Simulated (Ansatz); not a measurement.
# CH2AlFO: molecular dynamics

All numbers below are computed with Ansatz 0.2.0 (RKS B3LYP-D4/6-31G*).

**1. Starting point**

Bond lengths: O1–C2 1.184 Å, C2–Al3 1.951 Å, Al3–F4 1.795 Å, C2–H5 1.101 Å, Al3–H6 1.616 Å. Angles: O1–C2–Al3 118.7°, O1–C2–H5 121.6°, Al3–C2–H5 119.7°, C2–Al3–F4 120.8°, C2–Al3–H6 119.4°, F4–Al3–H6 119.5°.

Coordinates:

```xyz
6

O    -0.1369    1.9121   -0.2853
C    -0.1590    0.8013   -0.6941
Al    0.0832   -0.6657    0.5693
F     0.2344   -2.3590   -0.0059
H    -0.2761    0.5829   -1.7668
H     0.2966   -0.3357    2.1368
```

**2. Preparing the start**

Contents of input.yaml:

```yaml
crystal:
  periodic: [false, false, false]
  atoms:
    - { symbol: O, position_ang: [-0.1369, 1.9121, -0.2853] }
    - { symbol: C, position_ang: [-0.159, 0.8013, -0.6941] }
    - { symbol: Al, position_ang: [0.0832, -0.6657, 0.5693] }
    - { symbol: F, position_ang: [0.2344, -2.359, -0.0059] }
    - { symbol: H, position_ang: [-0.2761, 0.5829, -1.7668] }
    - { symbol: H, position_ang: [0.2966, -0.3357, 2.1368] }
basis:
  gaussian: { orbitals: "6-31G*" }
hamiltonian:
  xc: b3lyp
  dispersion: d4
relax:
  f_tol: 0.02
  max_steps: 40
scf:
  lower_state_search: "off"
output:
  orbitals: {}
```

Started as:

```bash
ansatz run input.yaml --threads 1 --pin off --max-ram 2048MiB --backend cpu --events-out ev --progress --plain --runs-dir out
```

Q: Estimate wall time and peak memory on 1 thread of Arm Neoverse V2, shared host.

About 12 s, with a peak of 0.15 GiB.
